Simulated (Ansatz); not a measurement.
# H₄I₂N₂Zr: basis-set convergence

The task here is to estimate one member of a computed series from the others.

Program: Ansatz 0.2.0, Gaussian basis. Level of theory: one geometry, several basis sets. These are calculated values, not measurements.

Plan: PBE0-D4/def2-SVP; ωB97M-V/def2-SVP; PBE0-D4/def2-QZVPP; ωB97M-V/def2-QZVPP; the functionals' def2-TZVPP values are taken from earlier runs.

## Structure used throughout

The geometry comes from an earlier relaxation with PBE0-D4 in a triple-zeta def2 set; it is a stationary point, not always the lowest conformer. Zr, I take the def2 core potential; no spin-orbit term is included.

SMILES `[NH2][Zr]([NH2])([I])[I]`, 9 atoms, charge 0, spin multiplicity 1.

Atoms are counted from 1 here; the program's logs count them from 0.

Bond lengths: N1–Zr2 2.001 Å, N1–H6 1.013 Å, N1–H7 1.010 Å, Zr2–N3 1.997 Å, Zr2–I4 2.735 Å, Zr2–I5 2.735 Å, N3–H8 1.012 Å, N3–H9 1.012 Å. Angles: Zr2–N1–H6 123.8°, Zr2–N1–H7 126.8°, H6–N1–H7 109.3°, N1–Zr2–N3 105.1°, N1–Zr2–I4 108.6°, N1–Zr2–I5 108.6°, N3–Zr2–I4 110.2°, N3–Zr2–I5 110.3°, I4–Zr2–I5 113.6°, Zr2–N3–H8 125.1°, Zr2–N3–H9 125.1°, H8–N3–H9 109.4°.

Set-up of the first run:

The input, in.yaml:

```yaml
crystal:
  periodic: [false, false, false]
  atoms:
    - {symbol: N, position_ang: [1.350409, 0.920583, -0.432657]}
    - {symbol: Zr, position_ang: [-0.478222, 0.108404, -0.383733]}
    - {symbol: N, position_ang: [-0.451676, -1.140360, 1.174751]}
    - {symbol: I, position_ang: [-0.877551, -1.282722, -2.704250]}
    - {symbol: I, position_ang: [-2.307326, 2.099328, 0.028931]}
    - {symbol: H, position_ang: [1.646753, 1.601641, -1.120920]}
    - {symbol: H, position_ang: [2.114218, 0.731337, 0.200775]}
    - {symbol: H, position_ang: [-0.239761, -2.129011, 1.125149]}
    - {symbol: H, position_ang: [-0.756845, -0.909200, 2.111945]}
basis:
  gaussian: {orbitals: def2-SVP}
hamiltonian: {xc: pbe0, dispersion: d4}
output: {orbitals: {seedname: orbitals}}
```

Run with:

```sh
> ansatz run in.yaml --threads 4 --pin off --events-out ev --progress --plain --max-ram 11315MiB
```

Steps of the session up to this table: PBE0-D4 in def2-SVP; ωB97M-V in def2-SVP; PBE0-D4 in def2-QZVPP; ωB97M-V in def2-QZVPP.

One table of the session follows, with a row left open; its other results are not shown here.

It belongs to the step «Functionals by basis». 

| functional | basis | HOMO (eV) | LUMO (eV) |
| --- | --- | --- | --- |
| PBE0-D4 | def2-SVP | -7.23 | -1.74 |
| PBE0-D4 | def2-TZVPP | -7.30 | -1.79 |
| PBE0-D4 | def2-QZVPP | ? | ? |
| ωB97M-V | def2-SVP | -9.27 | 0.23 |
| ωB97M-V | def2-TZVPP | -9.37 | 0.17 |
| ωB97M-V | def2-QZVPP | -9.39 | 0.16 |

**Question.** Estimate the row for PBE0-D4, def2-QZVPP.

As computed: HOMO (eV): -7.32; LUMO (eV): -1.79. In the column «HOMO (eV)» it lies between ωB97M-V, def2-SVP (-9.27) and PBE0-D4, def2-TZVPP (-7.30).
